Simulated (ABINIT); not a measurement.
# GaSb3: single point with AM05

Crystal: GaSb3.

```
Sb Ga
1.0
     0.00000    3.73060    3.73060
     3.73060    0.00000    3.73060
     3.73060    3.73060    0.00000
Sb Ga
3 1
Cartesian
  3.7306 3.7306 3.7306
  5.5959 5.5959 5.5959
  1.8653 1.8653 1.8653
  0.0000 0.0000 0.0000
```

The cell comes from a database or a generator and needn't be the stable form of this composition.

```json
{
 "Program": "ABINIT 10.8.3 (patched build)",
 "Task": "single point",
 "Functional": "AM05",
 "Potentials or basis": "Ansatz PAW PBE default generated set, frozen core",
 "Cutoff": "419 eV",
 "k mesh": "4 × 4 × 4",
 "Occupations": "fermi-dirac, width 0.05 eV",
 "Spin": "spin-orbit coupling, no magnetisation"
}
```

The pressure is -4.9 GPa, the band gap on the k mesh is none (metal or under the smearing width) and the valence electrons inside the program's atomic spheres are Sb 12.98; Ga 11.86.

Levels at points of the mesh, in eV from the Fermi level:
```csv
k point,band 56,band 57,band 58,band 59,band 60,band 61,band 62,band 63
"(0.00, 0.00, 0.00)",-2.41,-2.22,-2.22,-2.22,-2.22,-0.99,-0.99,-0.57
"(0.50, 0.00, 0.00)",-2.49,-0.44,-0.44,-0.07,-0.07,1.83,1.83,2.28
"(0.50, 0.50, 0.00)",0.52,1.16,1.16,1.31,1.31,1.77,1.77,1.90
```

Wall time 2.2 min on 1 thread of Intel(R) Xeon(R) 6975P-C (Granite Rapids), on a shared host, peak memory 0.39 GiB.

Caveat: the k mesh is coarse (spacing up to 0.36 Å⁻¹), so the values aren't converged; the PAW data sets were made with another functional, which shifts forces and pressure a little.
